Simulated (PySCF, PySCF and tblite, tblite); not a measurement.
**C₅H₁₀GeO: conformers and averaged spectra**

Which conformers does C₅H₁₀GeO (`[GeH3][C@H]1CC[C@@H]2O[C@@H]21`) populate, and what do their averaged NMR parameters look like?

Computed with tblite 0.8.0 (tight binding) and PySCF 2.14.0 (DFT, with response routines of our own); each step states its level. Atoms count from 0 throughout.

## 1. The starting structure

17 atoms, charge 0, multiplicity 1; geometry from: UFF geometry.

Bonds of the start (Å): C1–C2 1.52, C1–C6 1.51, C1–H10 1.12, C2–C3 1.54, C2–H11 1.11, C2–H12 1.12, C3–C4 1.52, C3–H13 1.10, C3–H14 1.12, C4–C6 1.47, C4–H15 1.11, C4–O5 1.40, C6–H16 1.11, Ge0–C1 1.96, Ge0–H7 1.54, Ge0–H8 1.55, Ge0–H9 1.55, O5–C6 1.42.

## 2. GFN2-xTB relaxation, conformer 1

The job: settings as JSON, then the geometry in Å.

```
{"job": {"xc": "GFN2-xTB", "basis": "xTB", "kind": "relax"}, "charge": 0, "multiplicity": 1}
Ge     2.066200     0.644500    -0.249700
C      0.641700    -0.427500     0.556500
C     -0.399200     0.448600     1.240100
C     -1.592700     0.516000     0.265500
C     -1.420700    -0.650700    -0.687200
O     -1.226200    -1.888000    -0.051800
C     -0.074700    -1.209700    -0.524700
H      3.076400    -0.279100    -0.958400
H      1.430400     1.613400    -1.278800
H      2.779300     1.460200     0.856700
H      1.101500    -1.131000     1.298600
H     -0.035800     1.467900     1.475600
H     -0.739300    -0.025500     2.196500
H     -1.566900     1.460700    -0.299800
H     -2.560900     0.432300     0.818900
H     -1.901500    -0.719300    -1.680900
H      0.415400    -1.700900    -1.384700
```

Run with:

```console
$ OMP_NUM_THREADS=1 python ens_run.py task.json out
```

This one command runs the whole study; its stages follow in the order run.

Standard output:

```text
step      E/eV     max force
  0    -592.12887    1.245
  1    -592.21880    0.570
  2    -592.26055    0.480
  3    -592.28884    0.363
  4    -592.30074    0.331
  5    -592.30888    0.203
  6    -592.31563    0.262
  7    -592.32099    0.229
  8    -592.32434    0.185
  9    -592.32618    0.126
 10    -592.32760    0.104
 11    -592.32913    0.110
 12    -592.33058    0.096
 13    -592.33171    0.091
 14    -592.33263    0.109
 15    -592.33360    0.099
 16    -592.33480    0.097
 17    -592.33613    0.108
 18    -592.33733    0.102
 19    -592.33840    0.081
 20    -592.33957    0.089
 21    -592.34097    0.102
 22    -592.34246    0.082
 23    -592.34383    0.090
 24    -592.34508    0.083
 25    -592.34635    0.072
 26    -592.34773    0.103
 27    -592.34902    0.108
 28    -592.35008    0.087
 29    -592.35100    0.084
 30    -592.35189    0.087
 31    -592.35270    0.071
 32    -592.35331    0.068
 33    -592.35376    0.065
 34    -592.35417    0.075
 35    -592.35469    0.069
 36    -592.35536    0.071
 37    -592.35609    0.071
 38    -592.35674    0.070
 39    -592.35728    0.060
 40    -592.35775    0.060
 41    -592.35818    0.057
 42    -592.35863    0.056
 43    -592.35916    0.061
 44    -592.35977    0.077
 45    -592.36037    0.077
 46    -592.36086    0.057
 47    -592.36129    0.057
 48    -592.36177    0.067
 49    -592.36227    0.088
 50    -592.36269    0.067
 51    -592.36298    0.037
 52    -592.36298    0.037
 53    -592.36308    0.029
 54    -592.36332    0.021
 55    -592.36336    0.018
 56    -592.36347    0.018
 57    -592.36351    0.017
 58    -592.36358    0.017
 59    -592.36363    0.017
 60    -592.36368    0.014
 61    -592.36370    0.012
 62    -592.36373    0.012
 63    -592.36375    0.016
 64    -592.36378    0.013
 65    -592.36379    0.009
 66    -592.36381    0.007
 67    -592.36382    0.007
 68    -592.36382    0.007
 69    -592.36383    0.007
 70    -592.36384    0.006
 71    -592.36384    0.008
 72    -592.36385    0.007
 73    -592.36386    0.007
 74    -592.36386    0.006
 75    -592.36387    0.007
 76    -592.36388    0.008
 77    -592.36389    0.008
 78    -592.36390    0.007
 79    -592.36391    0.009
 80    -592.36393    0.007
 81    -592.36393    0.009
 82    -592.36394    0.008
 83    -592.36395    0.005
 84    -592.36395    0.005
 85    -592.36395    0.004
```

Wall time 0.56 s (1 thread of Arm Neoverse V1, shared host).

Gain 0.235 eV; displacement 0.18 Å root mean square.

**GFN2-xTB relaxation, conformer 2**

The job: settings as JSON, then the geometry in Å.

```
{"job": {"xc": "GFN2-xTB", "basis": "xTB", "kind": "relax"}, "charge": 0, "multiplicity": 1}
Ge     2.306200     0.358700    -0.005300
C      0.404500     0.460100     0.479900
C     -0.454900     0.888400    -0.684600
C     -1.726800     0.044200    -0.637000
C     -1.385900    -1.164100     0.244700
O     -1.326800    -0.844400     1.605700
C     -0.100000    -0.909800     0.904000
H      3.132600    -0.096000     1.225200
H      2.479800    -0.656300    -1.161400
H      2.774200     1.760900    -0.457300
H      0.294900     1.165700     1.334800
H      0.046600     0.701300    -1.654600
H     -0.717000     1.974900    -0.610500
H     -2.018400    -0.298200    -1.648400
H     -2.567900     0.614400    -0.169100
H     -1.681700    -2.209500     0.034400
H      0.533500    -1.778400     1.189700
```

Standard output:

```text
step      E/eV     max force
  0    -592.03773    1.262
  1    -592.13893    0.586
  2    -592.18898    0.588
  3    -592.21661    0.393
  4    -592.22867    0.270
  5    -592.23678    0.202
  6    -592.24246    0.244
  7    -592.24750    0.202
  8    -592.25065    0.153
  9    -592.25242    0.123
 10    -592.25359    0.084
 11    -592.25466    0.085
 12    -592.25546    0.059
 13    -592.25587    0.038
 14    -592.25587    0.038
 15    -592.25600    0.030
 16    -592.25630    0.030
 17    -592.25641    0.036
 18    -592.25660    0.029
 19    -592.25668    0.026
 20    -592.25675    0.020
 21    -592.25680    0.018
 22    -592.25686    0.018
 23    -592.25689    0.017
 24    -592.25692    0.016
 25    -592.25695    0.015
 26    -592.25700    0.015
 27    -592.25704    0.012
 28    -592.25707    0.012
 29    -592.25710    0.015
 30    -592.25714    0.016
 31    -592.25719    0.018
 32    -592.25726    0.023
 33    -592.25735    0.023
 34    -592.25745    0.024
 35    -592.25764    0.043
 36    -592.25796    0.060
 37    -592.25843    0.073
 38    -592.25899    0.065
 39    -592.25950    0.045
 40    -592.25982    0.051
 41    -592.26007    0.047
 42    -592.26029    0.034
 43    -592.26044    0.026
 44    -592.26055    0.028
 45    -592.26064    0.027
 46    -592.26071    0.024
 47    -592.26076    0.016
 48    -592.26080    0.017
 49    -592.26085    0.017
 50    -592.26092    0.024
 51    -592.26103    0.029
 52    -592.26113    0.030
 53    -592.26123    0.022
 54    -592.26129    0.018
 55    -592.26134    0.017
 56    -592.26139    0.016
 57    -592.26143    0.018
 58    -592.26149    0.021
 59    -592.26155    0.019
 60    -592.26160    0.017
 61    -592.26163    0.015
 62    -592.26165    0.013
 63    -592.26168    0.012
 64    -592.26171    0.014
 65    -592.26173    0.010
 66    -592.26174    0.007
 67    -592.26175    0.007
 68    -592.26176    0.009
 69    -592.26177    0.012
 70    -592.26178    0.008
 71    -592.26179    0.005
 72    -592.26179    0.005
 73    -592.26180    0.007
 74    -592.26180    0.006
 75    -592.26180    0.003
```

It took 0.46 s on 1 thread of Arm Neoverse V1, shared host.

Relaxing gained 0.224 eV and moved the atoms by 0.14 Å on average (rms).

## 3. Shieldings, conformer 1: PBE0/pcSseg-1

The job: settings as JSON, then the geometry in Å.

```
{"job": {"xc": "PBE0", "basis": "pcSseg-1", "kind": "nmr", "pop": true}, "charge": 0, "multiplicity": 1}
Ge     2.000736     0.696542    -0.305509
C      0.661729    -0.461119     0.588700
C     -0.447021     0.343222     1.286656
C     -1.516372     0.578817     0.212090
C     -1.396538    -0.644540    -0.670613
O     -1.280681    -1.858445     0.019638
C     -0.095482    -1.267658    -0.438940
H      3.016569    -0.105754    -1.054596
H      1.372630     1.635139    -1.284595
H      2.726587     1.525398     0.705757
H      1.173996    -1.112671     1.301853
H     -0.079249     1.279281     1.709730
H     -0.874849    -0.254318     2.092832
H     -1.288605     1.465159    -0.385295
H     -2.511303     0.688733     0.641988
H     -1.913088    -0.682387    -1.622144
H      0.443942    -1.813370    -1.205188
```

Standard output:

```text
coarse grid: 63216 points
cycle   1  E = -2347.7947821715  dE =  4.510e-01  |g| = 1.007e+00  |ddm| = 3.829e+00
cycle   2  E = -2347.6803310476  dE =  1.145e-01  |g| = 1.239e+00  |ddm| = 1.586e+00
cycle   3  E = -2347.8903170162  dE = -2.100e-01  |g| = 2.283e-01  |ddm| = 1.209e+00
cycle   4  E = -2347.8987798661  dE = -8.463e-03  |g| = 7.133e-02  |ddm| = 2.114e-01
cycle   5  E = -2347.8994491620  dE = -6.693e-04  |g| = 1.252e-02  |ddm| = 6.097e-02
cycle   6  E = -2347.8994804634  dE = -3.130e-05  |g| = 4.373e-03  |ddm| = 1.564e-02
cycle   7  E = -2347.8994846502  dE = -4.187e-06  |g| = 7.539e-04  |ddm| = 4.767e-03
final grid: 134008 points
cycle   8  E = -2347.8996056819  dE = -9.927e-08  |g| = 9.670e-04  |ddm| = 3.904e-03
cycle   9  E = -2347.8996054672  dE =  2.147e-07  |g| = 1.350e-03  |ddm| = 2.460e-03
cycle  10  E = -2347.8996059180  dE = -4.508e-07  |g| = 1.003e-04  |ddm| = 1.371e-03
cycle  11  E = -2347.8996059199  dE = -1.894e-09  |g| = 2.875e-05  |ddm| = 1.130e-04
cycle  12  E = -2347.8996059200  dE = -1.050e-10  |g| = 7.857e-06  |ddm| = 2.831e-05
converged SCF energy = -2347.8996059200

GIAO shielding tensors (ppm)
atom      isotropic    diamagn.    paramagn.     s11        s22        s33       span
  0 Ge    1575.840    2755.611   -1179.771   1495.808   1536.348   1695.363    199.554
  1 C      159.279     247.619     -88.340    142.945    161.957    172.933     29.988
  2 C      162.111     246.275     -84.164    141.316    166.205    178.811     37.495
  3 C      157.599     247.228     -89.630    139.124    158.949    174.723     35.600
  4 C      132.535     252.410    -119.875     88.170    126.709    182.726     94.556
  5 O      307.381     399.104     -91.724    160.378    369.891    391.874    231.496
  6 C      131.415     248.776    -117.361     83.102    127.209    183.933    100.830
  7 H       28.308      29.210      -0.902     21.302     23.060     40.562     19.260
  8 H       28.468      29.316      -0.848     21.016     25.116     39.273     18.258
  9 H       28.385      29.177      -0.792     21.569     22.921     40.666     19.098
 10 H       29.666      30.744      -1.078     25.024     27.712     36.261     11.237
 11 H       30.331      30.395      -0.064     24.879     29.054     37.061     12.182
 12 H       29.761      30.061      -0.300     25.201     25.943     38.139     12.938
 13 H       30.243      30.343      -0.100     25.554     28.384     36.791     11.237
 14 H       29.719      28.793       0.926     25.313     26.580     37.264     11.951
 15 H       28.572      30.804      -2.232     22.421     25.482     37.812     15.392
 16 H       28.622      31.081      -2.459     20.824     27.748     37.293     16.469
```

Run time: 37 s. Hardware: 1 thread of Arm Neoverse V1, shared host; peak memory 0.79 GiB.

Key values: HOMO -7.66 eV, LUMO 1.00 eV; dipole 1.36 D.

## 4. Shieldings, conformer 2: PBE0/pcSseg-1

The job: settings as JSON, then the geometry in Å.

```
{"job": {"xc": "PBE0", "basis": "pcSseg-1", "kind": "nmr", "pop": false}, "charge": 0, "multiplicity": 1}
Ge     2.343451     0.406948     0.052709
C      0.412680     0.422746     0.473585
C     -0.456612     0.832560    -0.730488
C     -1.783993     0.070632    -0.583603
C     -1.418050    -1.158036     0.230173
O     -1.299920    -0.925995     1.606817
C     -0.115758    -0.947060     0.859096
H      3.182732     0.053885     1.237697
H      2.629464    -0.586581    -1.028932
H      2.786626     1.744469    -0.445859
H      0.225358     1.102995     1.309812
H      0.033583     0.516669    -1.656746
H     -0.601589     1.911453    -0.778856
H     -2.207796    -0.203080    -1.548502
H     -2.515598     0.663855    -0.032776
H     -1.789894    -2.134391    -0.055491
H      0.568320    -1.759037     1.081455
```

Standard output:

```text
coarse grid: 63216 points
cycle   1  E = -2347.7897920127  dE =  4.282e-01  |g| = 1.004e+00  |ddm| = 3.825e+00
cycle   2  E = -2347.6816387687  dE =  1.082e-01  |g| = 1.224e+00  |ddm| = 1.399e+00
cycle   3  E = -2347.8848017060  dE = -2.032e-01  |g| = 2.222e-01  |ddm| = 1.010e+00
cycle   4  E = -2347.8926951080  dE = -7.893e-03  |g| = 7.171e-02  |ddm| = 1.795e-01
cycle   5  E = -2347.8933856349  dE = -6.905e-04  |g| = 1.238e-02  |ddm| = 5.636e-02
cycle   6  E = -2347.8934174464  dE = -3.181e-05  |g| = 4.072e-03  |ddm| = 1.599e-02
cycle   7  E = -2347.8934210094  dE = -3.563e-06  |g| = 7.758e-04  |ddm| = 4.563e-03
final grid: 134008 points
cycle   8  E = -2347.8933879184  dE =  1.921e-08  |g| = 9.982e-04  |ddm| = 2.811e-03
cycle   9  E = -2347.8933877019  dE =  2.165e-07  |g| = 1.382e-03  |ddm| = 2.538e-03
cycle  10  E = -2347.8933881632  dE = -4.612e-07  |g| = 9.485e-05  |ddm| = 1.409e-03
cycle  11  E = -2347.8933881649  dE = -1.777e-09  |g| = 2.520e-05  |ddm| = 1.091e-04
cycle  12  E = -2347.8933881650  dE = -7.867e-11  |g| = 5.778e-06  |ddm| = 2.111e-05
converged SCF energy = -2347.8933881650

GIAO shielding tensors (ppm)
atom      isotropic    diamagn.    paramagn.     s11        s22        s33       span
  0 Ge    1561.653    2754.825   -1193.172   1478.462   1516.801   1689.697    211.234
  1 C      158.937     247.871     -88.934    142.317    153.618    180.876     38.560
  2 C      145.709     245.162     -99.454    100.111    164.967    172.049     71.939
  3 C      153.793     245.776     -91.983    137.317    149.772    174.289     36.972
  4 C      125.950     254.612    -128.662     85.162    110.482    182.205     97.043
  5 O      241.979     399.438    -157.459     49.227    307.237    369.472    320.245
  6 C      124.809     248.176    -123.366     86.534    105.032    182.862     96.327
  7 H       28.020      28.749      -0.729     21.056     22.732     40.273     19.217
  8 H       28.394      29.156      -0.762     21.668     24.053     39.461     17.793
  9 H       28.303      28.745      -0.442     21.418     23.229     40.261     18.843
 10 H       30.104      30.733      -0.629     25.708     29.036     35.568      9.860
 11 H       29.609      30.929      -1.320     23.108     31.499     34.219     11.111
 12 H       29.599      29.988      -0.388     23.573     28.159     37.066     13.494
 13 H       29.956      29.427       0.529     25.418     27.434     37.017     11.599
 14 H       29.950      28.560       1.390     25.686     27.521     36.644     10.959
 15 H       28.431      31.104      -2.674     22.293     25.737     37.262     14.970
 16 H       28.622      31.202      -2.579     20.749     28.546     36.572     15.823
```

Run time: 37 s. Hardware: 1 thread of Arm Neoverse V1, shared host; peak memory 0.83 GiB.

This run: HOMO -7.57 eV, LUMO 1.00 eV; dipole 1.64 D.

## 5. Boltzmann average: properties at PBE0/pcSseg-1

The job: settings as JSON, then the geometry in Å.

```
{"job": {"study": "conf", "smiles": "[GeH3][C@H]1CC[C@@H]2O[C@@H]21", "search": {"seed": 9756, "n_embed": 60, "ff_keep": 14, "window": 3.0, "nmax": 10, "temps": [180, 230, 298.15, 330, 400], "t_ref": 298.15, "order": 0.002}, "level": {"nmr": {"xc": "PBE0", "basis": "pcSseg-1"}}, "kind": "conf"}, "charge": 0, "multiplicity": 1}
Ge     2.000736     0.696542    -0.305509
C      0.661729    -0.461119     0.588700
C     -0.447021     0.343222     1.286656
C     -1.516372     0.578817     0.212090
C     -1.396538    -0.644540    -0.670613
O     -1.280681    -1.858445     0.019638
C     -0.095482    -1.267658    -0.438940
H      3.016569    -0.105754    -1.054596
H      1.372630     1.635139    -1.284595
H      2.726587     1.525398     0.705757
H      1.173996    -1.112671     1.301853
H     -0.079249     1.279281     1.709730
H     -0.874849    -0.254318     2.092832
H     -1.288605     1.465159    -0.385295
H     -2.511303     0.688733     0.641988
H     -1.913088    -0.682387    -1.622144
H      0.443942    -1.813370    -1.205188
```

Standard output:

```text
conformer  sym    E(xTB)   E(DFT)   G(298.15 K)  weight  dipole/D
    1     C1      0.000    0.000    0.000   0.9989    1.357
    2     C1      2.356    4.209    4.032   0.0011    1.636

mean shielding (ppm) by class
class atoms           180 K      230 K   298.15 K      330 K      400 K
  0 Ge 0            1575.84   1575.838   1575.824   1575.809   1575.745
  1 C  1            159.279    159.279    159.278    159.278    159.276
  2 C  2             162.11    162.108    162.092    162.075    162.001
  3 C  3            157.599    157.598    157.594     157.59    157.573
  4 C  4            132.535    132.534    132.528     132.52    132.491
  5 O  5             307.38    307.372    307.308    307.237    306.942
  6 C  6            131.415    131.414    131.407      131.4     131.37
  7 H  7,8,9         28.387     28.387     28.387     28.387     28.386
  8 H  10            29.666     29.666     29.666     29.667     29.669
  9 H  11            30.331     30.331     30.331      30.33     30.327
 10 H  12            29.761     29.761     29.761      29.76      29.76
 11 H  13            30.243     30.243     30.242     30.242     30.241
 12 H  14            29.719     29.719     29.719     29.719      29.72
 13 H  15            28.572     28.572     28.572     28.571     28.571
 14 H  16            28.622     28.622     28.622     28.622     28.622
```

Wall time 76 s (1 thread of Arm Neoverse V1, shared host). This counts the runs that the step sums up.

The search (ETKDG and KDG, UFF, GFN2-xTB) embedded 60 structures, kept 2 distinct ones after the force field and 2 after xTB; 2 were carried on (window 3.0 kcal/mol at the search's own energies). Energies: PBE0/pcSseg-1 with D3(BJ).

Conformer by conformer (298 K):

```csv
no.,group,mirror pair,ΔE xTB,ΔE DFT,ΔG,weight (%),μ (D),"A, B, C (GHz)"
1,C1,no,0.00,0.00,0.00,99.9,1.36,"4.01, 1.08, 1.00"
2,C1,no,2.36,4.21,4.03,0.1,1.64,"4.26, 0.99, 0.86"
```

Energies in kcal/mol. ΔG holds xTB vibrations and rotation, symmetry numbers and mirror pairs.

Weights (%) by temperature:

```csv
no.,180 K,230 K,298 K,330 K,400 K
1,100.0,100.0,99.9,99.8,99.3
2,0.0,0.0,0.1,0.2,0.7
```

How the weights hang on the way they are made:

```csv
scheme,1,2,mean μ (D)
DFT free energy,100,0,1.36
"DFT energy, symmetry counted",100,0,1.36
DFT energy alone,100,0,1.36
"xTB energy, symmetry counted",98,2,1.36
xTB free energy,98,2,1.36
lowest conformer only,100,0,1.36
equal weights,50,50,1.50
```

Shifts against references run at the same level (73Ge GeMe4 1331, 1H TMS 31.72, 13C TMS 186.9, 17O H2O 336.1 ppm of shielding), by class of atoms, at 298 K:

```csv
atoms,environment,no. 1,no. 2,average
C6,epoxide ring carbon,55.5,62.1,55.5
C4,epoxide ring carbon,54.4,61.0,54.4
C3,sp3 CH2 in a ring,29.3,33.1,29.3
C1,sp3 CH bonded to Ge,27.6,28.0,27.6
C2,sp3 CH2 in a ring,24.8,41.2,24.8
"H7, H8, H9",hydrogen on a germanium bonded to C,3.33,3.48,3.33
H15,hydrogen on an epoxide ring carbon,3.14,3.29,3.14
H16,hydrogen on an epoxide ring carbon,3.09,3.09,3.09
H10,hydrogen on an sp3 CH bonded to Ge,2.05,1.61,2.05
H14,hydrogen on an sp3 CH2 in a ring,2.00,1.77,2.00
H12,hydrogen on an sp3 CH2 in a ring,1.96,2.12,1.96
H13,hydrogen on an sp3 CH2 in a ring,1.47,1.76,1.47
H11,hydrogen on an sp3 CH2 in a ring,1.39,2.11,1.39
Ge0,"germanium bonded to C, 3 H",-245,-231,-245
O5,ether oxygen,28.7,94.1,28.8
```

Effective distances for nuclear Overhauser effects, ⟨r⁻⁶⟩^(−1/6) over all pairs of two classes (Å): H11···H12 1.77; H13···H14 1.78; H10···H12 2.36; H12···H14 2.38; H11···H13 2.43; H13···H15 2.56; H15···H16 2.65; H10···H16 2.70.

## 6. Summary of results

| quantity | value |
| --- | --- |
| conformers | 2; the first in weight is no. 1 (C1), 100 % at 298 K |
| root-mean-square dipole | 1.36 D |
| averaged 13C shifts (PBE0/pcSseg-1) | 55.5, 54.4, 29.3, 27.6, 24.8 ppm |
| averaged 1H shifts (PBE0/pcSseg-1) | 3.33, 3.14, 3.09, 2.05, 2.00, 1.96, 1.47, 1.39 ppm |

**Reading.** Conformer 1 leads with 100 % at 298 K, and its share goes from 100 % at 180 K to 99 % at 400 K. Spin-orbit coupling is left out, which matters at and beside the heavy atoms.
